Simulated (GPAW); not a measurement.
**Bi2Te3 (Tellurobismuthite): equation of state with LDA**

Bi2Te3 (Tellurobismuthite):

```
CELL_PARAMETERS angstrom
2.19300 1.26613 10.16567
-2.19300 1.26613 10.16567
0.00000 -2.53226 10.16567
ATOMIC_POSITIONS crystal
Bi 0.60000 0.60000 0.60000
Bi 0.40000 0.40000 0.40000
Te 0.79050 0.79050 0.79050
Te 0.20950 0.20950 0.20950
Te 0.00000 0.00000 0.00000
```

| Quantity | Value |
| --- | --- |
| Program | GPAW 26.7.0 |
| Task | equation of state |
| Functional | LDA |
| Potentials or basis | the program's PAW data sets (release 1.2.1) made for this functional |
| Cutoff | 600 eV |
| Basis | pw |
| k mesh | 5 × 5 × 5 |
| Occupations | fermi-dirac, width 0.05 eV |
| Spin | no spin polarisation |
| Ranks | 4 |
| Maxiter | 150 |
| Eos scales | [0.94, 0.96, 0.98, 1.0, 1.02, 1.04, 1.06] |

* Equilibrium volume: 32.60 Å³/atom
* Bulk modulus at fixed shape and positions: 57 GPa
* Pressure derivative of the bulk modulus: 4.6

Energy against volume, from the lowest point:
```
volume (Å³/atom)  energy (meV/atom)
          31.839               3.26
          32.517               0.00
          33.194               1.83
          33.871               8.19
          34.549              18.60
          35.226              32.59
          35.904              49.79
```

Run time: 8.1 min on 4 MPI ranks on Arm Neoverse V2, on a shared host, peak memory 1 GiB a rank.

Caveat: the cell was scaled at fixed shape and fractional positions, which overstates the stiffness of a crystal with free parameters, most of all of layers and chains; the program warned that so skewed a cell can give wrong results.
